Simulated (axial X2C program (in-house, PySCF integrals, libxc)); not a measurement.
# SrSi⁻: from the state search to constants

Aim: find the lowest determinant of SrSi⁻, scan the bond at several levels and fit the constants, once spin-free and once with spin–orbit coupling.

Computed with an in-house X2C program for linear molecules on PySCF integrals. Level: all-electron X2C, Sr dyall-acv3z, Si dyall-av3z.

All values are calculated.

## 1. Input

Input file task.json:

```json
{"zs": [38, 14], "q": -1, "bas": ["dyall-acv3z", "dyall-av3z"], "levels": ["PBE0", "HF", "PBE50"], "cc": true, "r0": 3.01, "thr": -2.0, "nmax": 90, "npts": 10, "nst": 2, "ntry": 6}
```

Keys: zs atomic numbers; q charge; bas basis sets; levels methods (HF also brings MP2); cc coupled cluster on or off; r0 starting distance in Å; thr threshold in hartree for freezing inner shells (an s shell follows its p shell); nmax most natural virtual spinors; npts points asked for on the curve; nst determinants followed; ntry starts of the search.

Command:

```
$ python so2c.py task.json out
```

Spin-free means the one-electron spin-free X2C Hamiltonian; two-component (2c) means X2C with spin–orbit coupling and atomic mean-field two-electron Coulomb and Gaunt terms. Basis: Sr dyall-acv3z contracted to [14s13p9d6f1g], Si dyall-av3z contracted to [9s8p3d2f]; Gaussian nuclei, density fitting. Masses: Sr 87.906 u, Si 27.977 u.

Notation: σ, π±, δ± give the projection m of an orbital's angular momentum (0, ±1, ±2), α and β its spin, Λ and M_S the sums; ω is the projection of a spinor's total angular momentum and Ω the sum. Logs are in hartree.

The results follow Hamiltonian by Hamiltonian and level by level.

## 2. State search with PBE0

PBE0 moves the distance from 3.010 Å to 3.117 Å and compares determinants there.

Spin-free determinants:

| ΔE (eV) | state | open shells |
| --- | --- | --- |
| 0.00 | M_S = 3/2, Λ = 0 | beyond closed shells: σα, π+α, π-α |
| 0.28 | M_S = 1/2, Λ = 0 | beyond closed shells: σβ, π+α, π-α |
| 0.85 | M_S = 1/2, Λ = 0 | beyond closed shells: σα, π+β, π-α |
| 1.11 | M_S = 5/2, Λ = 1 | beyond closed shells: 2 × σα, 2 × π+α, π-α |
| 1.15 | M_S = 3/2, Λ = 1 | beyond closed shells: 2 × π+α, π-α |
| 1.23 | M_S = 3/2, Λ = 1 | beyond closed shells: 2 × σα, π+α, π+β, π-α |
| 1.26 | M_S = 5/2, Λ = 0 | beyond closed shells: 3 × σα, π+α, π-α |

Two-component determinants:

```
ΔE (eV)    state                                  open shells
   0.00  Ω = 3/2                excess of +ω over −ω: ω = 3/2
   0.28  Ω = 1/2  excess of +ω over −ω: 2 × ω = -1/2, ω = 3/2
   0.83  Ω = 1/2                excess of +ω over −ω: ω = 1/2
   0.85  Ω = 5/2   excess of +ω over −ω: 2 × ω = 1/2, ω = 3/2
   0.86  Ω = 1/2                excess of +ω over −ω: ω = 1/2
   1.12  Ω = 7/2   excess of +ω over −ω: ω = 1/2, 2 × ω = 3/2
   1.16  Ω = 5/2  excess of +ω over −ω: ω = -1/2, 2 × ω = 3/2
```

## 3. PBE0, spin-free

State followed: M_S = 3/2, Λ = 0 (beyond closed shells: σα, π+α, π-α). The scan is laid around 3.117 Å, a first estimate of the minimum, and this SCF restarts from the orbitals of the search.

Output at 3.117 Å:

```text
spin-free X2C-1e  PBE0
basis functions 211  fitting functions 1102  grid points 5086
iter        total energy     max residual
   1      -3468.944779971     4.38e-06
   2      -3468.944779974     2.94e-06
   3      -3468.944779975     1.85e-06
converged
one-electron -4988.13026808  Coulomb 1555.42397460  exact exchange -31.11763631  xc functional -95.43919353  nuclear repulsion 90.31834335
```

Along the bond, energies from the lowest point:

```csv
R (Å),E (eV),μ (D),HOMO (eV),LUMO (eV),iterations
2.837,0.1000,-0.66,0.11,1.49,17
2.930,0.0338,-0.95,0.07,1.49,17
3.023,0.0035,-1.27,0.03,1.50,16
3.117,0.0000,-1.59,-0.01,1.50,3
3.226,0.0203,-2.00,-0.05,1.50,18
3.335,0.0584,-2.43,-0.10,1.50,16
3.475,0.1240,-3.03,-0.15,1.50,17
```

Dipoles are positive if Si is the positive end and refer to the centre of mass.

Outer orbitals at the reference distance:

```
symmetry  occupied  ε (eV)              atomic character
     π-α       yes  -20.75                      99% Sr p
     π+α       yes  -20.75                      99% Sr p
      σα       yes  -20.70                      98% Sr p
     π+β       yes  -20.69                      99% Sr p
     π-β       yes  -20.69                      99% Sr p
      σβ       yes  -20.54                      98% Sr p
      σα       yes   -8.14    76% Si s, 8% Sr p, 8% Sr d
      σβ       yes   -5.66    76% Si s, 8% Sr d, 7% Sr p
      σα       yes   -1.64   72% Si p, 17% Sr s, 5% Sr d
     π-α       yes   -1.08   79% Si p, 10% Sr d, 6% Sr p
     π+α       yes   -1.08   79% Si p, 10% Sr d, 6% Sr p
      σβ       yes   -0.32   62% Sr s, 23% Si p, 9% Sr p
      σα       yes   -0.01  56% Sr s, 19% Sr p, 12% Si p
      σα        no    1.50             94% Sr p, 4% Sr s
     π-α        no    1.53                      98% Sr p
     π+α        no    1.53                      98% Sr p
      σβ        no    1.58   82% Sr p, 12% Sr s, 4% Si p
```

PBE0 fields in the half plane through the axis: z from -2.4 to 5.4 Å across, distance from the axis 0.15 to 2.25 Å upwards; Sr lies at z = 0 and Si at z = 3.117 Å; the ELF is damped to zero where the density is low.

log10 density (e/bohr³). Ten even steps from '0' (-3.72 ) to '9' (1.53 ):
```
111112222111111111111111000
111222222222222222222211100
112222222222222233333222110
122222333332223333333332211
122223444443333344444333211
222234555554333444444433221
222334567654434445665443321
222345689865434446886443321
```

ELF. Ten even steps from '0' (0.03 ) to '9' (0.95 ):
```
899999875432122334555432100
999987432111123456666654310
999852100000135677888776531
998410011100136788888887642
995101356630037888889998753
973004788873037885126999864
961027821286128850430799875
951038663657128815882399875
```

Re = 3.084 Å, ωe = 178.6 cm⁻¹, ωexe = 0.994 cm⁻¹, Be = 0.08353 cm⁻¹, De = 1.29 eV, μ = -1.47 D.

## 4. HF, spin-free

Output at 3.117 Å:

```text
spin-free X2C-1e  HF
basis functions 211  fitting functions 1102  grid points 5086
iter        total energy     max residual
   1      -3466.858495373     2.51e-01
   2      -3466.881849177     3.99e-03
   3      -3466.883543464     2.45e-03
   4      -3466.884135904     1.71e-03
   5      -3466.884392930     1.13e-03
   6      -3466.884555478     3.55e-04
   7      -3466.884579073     2.18e-04
   8      -3466.884588269     1.08e-04
   9      -3466.884590895     7.48e-05
  10      -3466.884592404     5.36e-05
  11      -3466.884593015     3.50e-05
  12      -3466.884593367     3.44e-05
  13      -3466.884593819     3.43e-05
  14      -3466.884595142     2.61e-05
  15      -3466.884596254     1.07e-05
  16      -3466.884596452     5.44e-06
  17      -3466.884596509     3.82e-06
  18      -3466.884596528     1.67e-06
  19      -3466.884596531     6.92e-07
  20      -3466.884596531     3.61e-07
converged
one-electron -4986.63276130  Coulomb 1553.98325809  exact exchange -124.55343667  xc functional 0.00000000  nuclear repulsion 90.31834335
```

No constants are quoted: too few points lie around the minimum for a second fit to confirm the first.

## 5. PBE50, spin-free

The SCF at the reference distance of 3.117 Å:

```text
spin-free X2C-1e  PBE50
basis functions 211  fitting functions 1102  grid points 5086
iter        total energy     max residual
   1      -3469.037219102     8.38e-02
   2      -3469.040123747     1.44e-03
   3      -3469.040246730     9.33e-04
   4      -3469.040275643     3.66e-04
   5      -3469.040296047     2.42e-04
   6      -3469.040307094     9.09e-05
   7      -3469.040308700     3.40e-05
   8      -3469.040308917     1.10e-05
   9      -3469.040308940     4.83e-06
  10      -3469.040308947     4.16e-06
  11      -3469.040308951     3.15e-06
  12      -3469.040308954     1.55e-06
  13      -3469.040308956     5.35e-07
converged
one-electron -4988.12931515  Coulomb 1555.45773228  exact exchange -62.25982146  xc functional -64.42724797  nuclear repulsion 90.31834335
```

Re = 3.101 Å, ωe = 176.9 cm⁻¹, ωexe = 0.944 cm⁻¹, Be = 0.08258 cm⁻¹, De = 1.29 eV, μ = -0.86 D.

## 6. MP2 and beyond, spin-free

Correlated methods: 15 electrons correlated (frozen shells, counted by type: Sr 3 s, 2 p, 1 d; Si 2 s, 1 p), 297 virtual spinors in MP2, 90 natural virtuals in coupled cluster.

Output of the correlated part at 3.117 Å:

```text
correlated 15  virtual 297  natural virtual 90  E(MP2) -0.320217313  MP2 remainder -0.027547770
iter   CCSD correlation   residual
   1     -0.316688961   1.70e-01
   2     -0.326640046   6.62e-02
   3     -0.327224194   2.47e-02
   4     -0.327211695   1.11e-02
   5     -0.327257449   5.10e-03
   6     -0.327286457   2.87e-03
   7     -0.327308904   1.30e-03
   8     -0.327309126   4.11e-04
   9     -0.327308169   1.63e-04
  10     -0.327309172   7.58e-05
  11     -0.327309347   3.87e-05
  12     -0.327309632   2.00e-05
  13     -0.327309542   9.54e-06
  14     -0.327309571   4.31e-06
  15     -0.327309575   2.12e-06
(T) -0.012307642  T1 0.0377  D1 0.1009  max T2 0.155
```

T1 in the output is the amplitude norm over the root of the electron number; divide by √2 for the Lee–Taylor value.

MP2: Re = 3.153 Å, ωe = 186.3 cm⁻¹, Be = 0.07992 cm⁻¹, De = 1.09 eV.

CCSD: Re = 3.170 Å, ωe = 170.4 cm⁻¹, Be = 0.07904 cm⁻¹, De = 1.17 eV. T1 at Re = 0.026 (Lee–Taylor, the printed value over √2).

CCSD(T): Re = 3.155 Å, ωe = 173.3 cm⁻¹, Be = 0.0798 cm⁻¹, De = 1.15 eV. T1 at Re = 0.026 (Lee–Taylor, the printed value over √2).

## 7. A higher determinant, spin-free

State: M_S = 1/2, Λ = 0 (beyond closed shells: σβ, π+α, π-α).

Output at the reference distance:

```text
spin-free X2C-1e  PBE0
basis functions 211  fitting functions 1102  grid points 5086
iter        total energy     max residual
   1      -3468.934398837     5.05e-06
   2      -3468.934398844     3.79e-06
   3      -3468.934398846     2.64e-06
   4      -3468.934398849     1.65e-06
   5      -3468.934398850     6.98e-07
converged
one-electron -4988.19505517  Coulomb 1555.48989449  exact exchange -31.11323999  xc functional -95.43434153  nuclear repulsion 90.31834335
```

```csv
R (Å),E above the lowest PBE0 point (eV)
2.837,0.353
2.930,0.295
3.023,0.275
3.117,0.282
3.226,0.316
3.335,0.367
3.475,0.448
```

Re = 3.040 Å, ωe = 195.4 cm⁻¹, ωexe = 1.11 cm⁻¹, Be = 0.08593 cm⁻¹, μ = -2.93 D. ⟨S²⟩ = 1.79 against 0.75 for a pure state, so this determinant mixes spins. Te = 0.28 eV.

## 8. The spin-free curves together

Energy (eV) of the followed determinant, spin-free, from each level's lowest point:

```csv
R (Å),PBE0,HF,MP2,CCSD,CCSD(T),PBE50
2.837,0.100,0.254,0.189,0.181,0.168,0.116
2.930,0.034,0.139,0.087,0.083,0.075,0.043
3.023,0.004,0.064,0.025,0.026,0.022,0.008
3.117,0.000,0.021,0.000,0.000,0.000,0.000
3.226,0.020,0.000,0.005,0.000,0.004,0.016
3.335,0.058,0.003,0.033,0.022,0.029,0.052
3.475,0.124,0.030,0.088,0.071,0.082,0.115
```

## 9. PBE0, 2c

State followed: Ω = 3/2 (excess of +ω over −ω: ω = 3/2). The scan is laid around 3.117 Å, a first estimate of the minimum, and this SCF restarts from the orbitals of the search.

The SCF at the reference distance of 3.117 Å:

```text
two-component X2C + atomic mean field  PBE0
basis functions 211  fitting functions 1102  grid points 5086
iter        total energy     max residual
   1      -3467.730465081     5.51e-06
   2      -3467.730465090     3.83e-06
   3      -3467.730465094     2.52e-06
   4      -3467.730465096     1.38e-06
   5      -3467.730465097     2.80e-07
converged
one-electron -4984.91190923  Coulomb 1554.73132478  exact exchange -31.10339707  xc functional -95.39633088  nuclear repulsion 90.31834335  atomic mean-field constant -1.36849604
```

Along the bond, energies from the lowest point:

```csv
R (Å),E (eV),μ (D),HOMO (eV),LUMO (eV),iterations
2.837,0.0996,-0.66,0.11,1.50,18
2.930,0.0335,-0.96,0.07,1.50,17
3.023,0.0034,-1.27,0.03,1.50,17
3.117,0.0000,-1.60,-0.01,1.50,5
3.226,0.0204,-2.00,-0.05,1.50,18
3.335,0.0586,-2.43,-0.10,1.50,16
3.475,0.1243,-3.03,-0.15,1.50,17
```

Dipoles are positive if Si is the positive end and refer to the centre of mass.

Outer spinors at the reference distance:

```
   ω  occupied  ε (eV)              atomic character     λ mixture
 1/2       yes  -21.45                      99% Sr p  66% π, 34% σ
-1/2       yes  -21.44                      99% Sr p  74% π, 26% σ
 3/2       yes  -20.35                      99% Sr p        100% π
 1/2       yes  -20.30                      98% Sr p  66% σ, 34% π
-3/2       yes  -20.30                      99% Sr p        100% π
-1/2       yes  -20.21                      98% Sr p  74% σ, 26% π
 1/2       yes   -8.14    76% Si s, 8% Sr p, 8% Sr d        100% σ
-1/2       yes   -5.66    76% Si s, 8% Sr d, 7% Sr p        100% σ
 1/2       yes   -1.64   72% Si p, 17% Sr s, 5% Sr d        100% σ
-1/2       yes   -1.09   79% Si p, 10% Sr d, 6% Sr p        100% π
 3/2       yes   -1.07   79% Si p, 10% Sr d, 6% Sr p        100% π
-1/2       yes   -0.32   62% Sr s, 23% Si p, 9% Sr p        100% σ
 1/2       yes   -0.01  56% Sr s, 19% Sr p, 12% Si p        100% σ
 1/2        no    1.50             93% Sr p, 5% Sr s        100% σ
-1/2        no    1.53                      98% Sr p        100% π
 3/2        no    1.53                      98% Sr p        100% π
-1/2        no    1.58   82% Sr p, 14% Sr s, 4% Si p        100% σ
```

PBE0 fields in the half plane through the axis: z from -2.4 to 5.4 Å across, distance from the axis 0.15 to 2.25 Å upwards; Sr lies at z = 0 and Si at z = 3.117 Å; the ELF is damped to zero where the density is low.

log10 density (e/bohr³). Ten even steps from '0' (-3.72 ) to '9' (1.53 ):
```
111112222111111111111111000
111222222222222222222211100
112222222222222233333222110
122222333332223333333332211
122223444443333344444333211
222234555554333444444433221
222334567654434445665443321
222345689865434446886443321
```

ELF. Ten even steps from ' ' (0.03 ) to '@' (0.95 ):
```
%%@@@@@@@@@@%%##++==--::..::::----==++++++==--::..    
@@@@@@@@%%##==--::........::--==++****##****++==--..  
@@@@@@%%++::..          ..--++**####%%%%%%####**++--..
@@@@%%==..    ......    ..--**##%%%%%%%%%%%%%%##**==::
@@@@++..  ..--++****--    --##%%%%%%%%%%@@@@@@%%##**--
@@##--    ==##%%%%%%##--  --##%%%%++..::**@@@@@@%%**==
@@**..  ::##%%::..::%%**..::%%%%++  ==--  ##@@@@%%##++
@@++..  --%%****--**++##..::%%%%..++%%%%::--@@@@%%##++
```

Re = 3.083 Å, ωe = 178.7 cm⁻¹, ωexe = 0.995 cm⁻¹, Be = 0.08356 cm⁻¹, De = 1.29 eV, μ = -1.48 D.

## 10. HF, 2c

The SCF at the reference distance of 3.117 Å:

```text
two-component X2C + atomic mean field  HF
basis functions 211  fitting functions 1102  grid points 5086
iter        total energy     max residual
   1      -3465.644325427     2.51e-01
   2      -3465.667679448     4.00e-03
   3      -3465.669377963     2.45e-03
   4      -3465.669973602     1.71e-03
   5      -3465.670233104     1.13e-03
   6      -3465.670401145     3.56e-04
   7      -3465.670431820     2.20e-04
   8      -3465.670452638     1.77e-04
   9      -3465.670464875     2.02e-04
  10      -3465.670467994     2.08e-04
  11      -3465.670436517     1.23e-04
  12      -3465.670422392     7.87e-05
  13      -3465.670422178     4.92e-05
  14      -3465.670422669     4.05e-05
  15      -3465.670423208     4.13e-05
  16      -3465.670424323     3.62e-05
  17      -3465.670426103     2.21e-05
  18      -3465.670426992     8.62e-06
  19      -3465.670427169     6.22e-06
  20      -3465.670427237     3.57e-06
  21      -3465.670427252     1.75e-06
  22      -3465.670427255     1.05e-06
  23      -3465.670427256     1.33e-06
converged
one-electron -4983.41249321  Coulomb 1553.28863857  exact exchange -124.49641993  xc functional 0.00000000  nuclear repulsion 90.31834335  atomic mean-field constant -1.36849604
```

No constants are quoted: too few points lie around the minimum for a second fit to confirm the first.

## 11. PBE50, 2c

Output at 3.117 Å:

```text
two-component X2C + atomic mean field  PBE50
basis functions 211  fitting functions 1102  grid points 5086
iter        total energy     max residual
   1      -3467.822933633     8.39e-02
   2      -3467.825838380     1.44e-03
   3      -3467.825961860     9.33e-04
   4      -3467.825990936     3.66e-04
   5      -3467.826011522     2.42e-04
   6      -3467.826022748     9.11e-05
   7      -3467.826024420     3.45e-05
   8      -3467.826024673     1.14e-05
   9      -3467.826024715     5.33e-06
  10      -3467.826024735     4.51e-06
  11      -3467.826024751     3.10e-06
  12      -3467.826024763     1.40e-06
  13      -3467.826024767     4.74e-07
  14      -3467.826024767     3.11e-07
converged
one-electron -4984.91031350  Coulomb 1554.76442057  exact exchange -62.23133682  xc functional -64.39864232  nuclear repulsion 90.31834335  atomic mean-field constant -1.36849604
```

Re = 3.101 Å, ωe = 176.9 cm⁻¹, ωexe = 0.944 cm⁻¹, Be = 0.0826 cm⁻¹, De = 1.29 eV, μ = -0.86 D.

## 12. Correlated methods, 2c

Correlated methods: 15 electrons correlated (frozen shells, counted by type: Sr 3 s, 2 p, 1 d; Si 2 s, 1 p), 297 virtual spinors in MP2, 90 natural virtuals in coupled cluster.

Output of the correlated part at 3.117 Å:

```text
correlated 15  virtual 297  natural virtual 90  E(MP2) -0.320255032  MP2 remainder -0.027351058
iter   CCSD correlation   residual
   1     -0.316849541   1.70e-01
   2     -0.326806787   6.63e-02
   3     -0.327399926   2.48e-02
   4     -0.327387628   1.11e-02
   5     -0.327432864   5.12e-03
   6     -0.327462175   2.89e-03
   7     -0.327484975   1.31e-03
   8     -0.327485265   4.18e-04
   9     -0.327484209   1.66e-04
  10     -0.327485190   7.83e-05
  11     -0.327485366   4.04e-05
  12     -0.327485666   2.13e-05
  13     -0.327485574   1.05e-05
  14     -0.327485602   5.01e-06
  15     -0.327485606   2.74e-06
(T) -0.012327701  T1 0.0378  D1 0.1003  max T2 0.156
```

MP2: Re = 3.153 Å, ωe = 186.4 cm⁻¹, Be = 0.07991 cm⁻¹, De = 1.09 eV.

CCSD: Re = 3.171 Å, ωe = 170.6 cm⁻¹, Be = 0.079 cm⁻¹, De = 1.17 eV. T1 at Re = 0.026 (Lee–Taylor, the printed value over √2).

CCSD(T): Re = 3.156 Å, ωe = 173.4 cm⁻¹, Be = 0.07976 cm⁻¹, De = 1.15 eV. T1 at Re = 0.026 (Lee–Taylor, the printed value over √2).

## 13. A higher determinant, 2c

State: Ω = 1/2 (excess of +ω over −ω: 2 × ω = -1/2, ω = 3/2).

Output at the reference distance:

```text
two-component X2C + atomic mean field  PBE0
basis functions 211  fitting functions 1102  grid points 5086
iter        total energy     max residual
   1      -3467.720091024     9.70e-06
   2      -3467.720091020     1.54e-05
   3      -3467.720091045     2.50e-06
   4      -3467.720091047     1.36e-06
converged
one-electron -4984.97685641  Coulomb 1554.79741045  exact exchange -31.09900474  xc functional -95.39148765  nuclear repulsion 90.31834335  atomic mean-field constant -1.36849604
```

```csv
R (Å),E above the lowest PBE0 point (eV)
2.837,0.352
2.930,0.295
3.023,0.275
3.117,0.282
3.226,0.316
3.335,0.367
3.475,0.448
```

Re = 3.040 Å, ωe = 195.5 cm⁻¹, ωexe = 1.11 cm⁻¹, Be = 0.08595 cm⁻¹, μ = -2.93 D. Te = 0.28 eV.

## 14. The 2c curves together

Energy (eV) of the followed determinant, 2c, from each level's lowest point:

```csv
R (Å),PBE0,HF,MP2,CCSD,CCSD(T),PBE50
2.837,0.100,0.254,0.189,0.182,0.169,0.115
2.930,0.034,0.139,0.087,0.084,0.076,0.043
3.023,0.003,0.064,0.025,0.026,0.022,0.008
3.117,0.000,0.021,0.000,0.000,0.000,0.000
3.226,0.020,0.000,0.005,0.000,0.004,0.016
3.335,0.059,0.003,0.033,0.022,0.029,0.052
3.475,0.124,0.030,0.088,0.071,0.081,0.115
```

Time for the job: 4.6 min (1 thread of Arm Neoverse V1, shared host).

## 15. Results

Lowest determinant that the search found at its distance, spin-free: M_S = 3/2, Λ = 0 (beyond closed shells: σα, π+α, π-α).

Lowest determinant that the search found at its distance, 2c: Ω = 3/2 (excess of +ω over −ω: ω = 3/2).

```json
{"Hamiltonian": "spin-free", "level": "PBE0", "Re (Å)": "3.084", "ωe (cm⁻¹)": "178.6", "De (eV)": "1.29", "μ (D)": "-1.47"}
{"Hamiltonian": "spin-free", "level": "MP2", "Re (Å)": "3.153", "ωe (cm⁻¹)": "186.3", "De (eV)": "1.09", "μ (D)": "n/a"}
{"Hamiltonian": "spin-free", "level": "CCSD", "Re (Å)": "3.170", "ωe (cm⁻¹)": "170.4", "De (eV)": "1.17", "μ (D)": "n/a"}
{"Hamiltonian": "spin-free", "level": "CCSD(T)", "Re (Å)": "3.155", "ωe (cm⁻¹)": "173.3", "De (eV)": "1.15", "μ (D)": "n/a"}
{"Hamiltonian": "spin-free", "level": "PBE50", "Re (Å)": "3.101", "ωe (cm⁻¹)": "176.9", "De (eV)": "1.29", "μ (D)": "-0.86"}
{"Hamiltonian": "2c", "level": "PBE0", "Re (Å)": "3.083", "ωe (cm⁻¹)": "178.7", "De (eV)": "1.29", "μ (D)": "-1.48"}
{"Hamiltonian": "2c", "level": "MP2", "Re (Å)": "3.153", "ωe (cm⁻¹)": "186.4", "De (eV)": "1.09", "μ (D)": "n/a"}
{"Hamiltonian": "2c", "level": "CCSD", "Re (Å)": "3.171", "ωe (cm⁻¹)": "170.6", "De (eV)": "1.17", "μ (D)": "n/a"}
{"Hamiltonian": "2c", "level": "CCSD(T)", "Re (Å)": "3.156", "ωe (cm⁻¹)": "173.4", "De (eV)": "1.15", "μ (D)": "n/a"}
{"Hamiltonian": "2c", "level": "PBE50", "Re (Å)": "3.101", "ωe (cm⁻¹)": "176.9", "De (eV)": "1.29", "μ (D)": "-0.86"}
```

Dipoles are positive if Si is the positive end and refer to the centre of mass. No constants: spin-free HF (too few points lie around the minimum for a second fit to confirm the first); 2c HF (too few points lie around the minimum for a second fit to confirm the first).

Time per point (s) on 1 thread of Arm Neoverse V1, shared host (2c runs; CCSD comes with the CCSD(T) run); the times are rough: PBE0 1.2, MP2 1.8, CCSD(T) 9.3, PBE50 1.2.

What this shows: At CCSD(T), going from spin-free to two-component changes Re by +1 mÅ, ωe by +0.1 %, which is small (part of it comes from the scalar share of the two-electron terms). De moves by 0.00 eV; both De rest on single-determinant atoms, which can miss part of an open shell's spin–orbit lowering.

De refers to Sr + Si-, each in the lowest determinant found, which need not be this curve's own limit. Each curve is one determinant whose occupation by symmetry is held fixed; it was picked as the lowest of a PBE0 search that is not exhaustive. Dissociation energies refer to the lowest single-determinant-based atoms at the same level and basis. Density functionals use the spin component along the axis (collinear). Coupled cluster ran in a truncated set of natural virtual spinors; the MP2 energy of the rest was added. With several unpaired electrons one determinant need not be a pure state. T1 at Re is 0.026 (Lee–Taylor), above the customary mark of 0.02.
